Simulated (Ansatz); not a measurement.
Runs of Ansatz 0.2.0 on Hf2Pd2Se2Br2O3. Symmetry: P6mm, No. 183, hexagonal system. Conventional cell: a = 5.759 Å, b = 5.759 Å, c = 8.525 Å, α = 90.00°, β = 90.00°, γ = 120.00°. Hf (site symmetry 3m) is surrounded by 3 O at 1.92 Å. Pd (site symmetry 3m) is surrounded by 1 Se at 2.33 Å. Se (site symmetry 3m) is surrounded by 1 Pd at 2.33 Å and 1 Hf at 2.67 Å. Br (site symmetry 6mm) is surrounded by 6 Pd at 3.33 Å and 6 O at 3.80 Å. Br (site symmetry 6mm) has 6 O at 3.46 Å and 6 Hf at 3.46 Å and 6 Se at 3.74 Å as nearest neighbours. O (site symmetry 2mm) has 2 Hf at 1.92 Å as nearest neighbours. The cell was built by a generator and needn't be a form met in nature.

| task | level | potentials or basis | U | k mesh | cutoff (eV) | hubbard projectors | double counting | mesh quality | gap on the mesh (eV) | pressure (GPa) | largest force (eV/Å) |
| --- | --- | --- | --- | --- | --- | --- | --- | --- | --- | --- | --- |
| projected density of states | PBE+U | Ansatz PAW | Hf d U = 4 eV, Pd d U = 4 eV | 6 × 6 × 3 | 420 | ortho-atomic (the default) | fll (the default) | not flagged | none | 1.7 | (b) |
| single point | HSE06 | Ansatz PAW | - | 3 × 3 × 2 | 420 | - | - | coarse | none | - | 0.65 |
| single point | PBE | Ansatz PAW | - | 6 × 6 × 3 | 420 | - | - | not flagged | none | -0.1 | 0.08 |
| single point | PBE | Ansatz PAW earlier set | - | 6 × 6 × 3 | 900 | - | - | not flagged | none | -0.1 | 0.08 |
| single point | PBE | SPMS NC | - | 6 × 6 × 3 | 1034 | - | - | not flagged | none | (a) | 0.42 |

Alike in all rows: no spin polarisation; cell as given; smearing fermi-dirac 0.05 eV.

Task: Estimate the missing entries.

Result: (a) -0.6; (b) 0.52.

Caveats: some runs use coarse meshes; U without spin polarisation on a metal has little footing (some runs); the density of states is complete only up to the lowest level of the last band computed (some runs); the PAW data sets come from PBE, with cores solved anew for the run's functional, which leaves a small shift of forces and pressure (some runs).

A k mesh can miss the band edges, and the runs leave out spin-orbit coupling on Br, Hf, Pd, Se.

A gap of «none» marks a metal or a gap under the smearing width.

Not every run made on this cell is shown here.
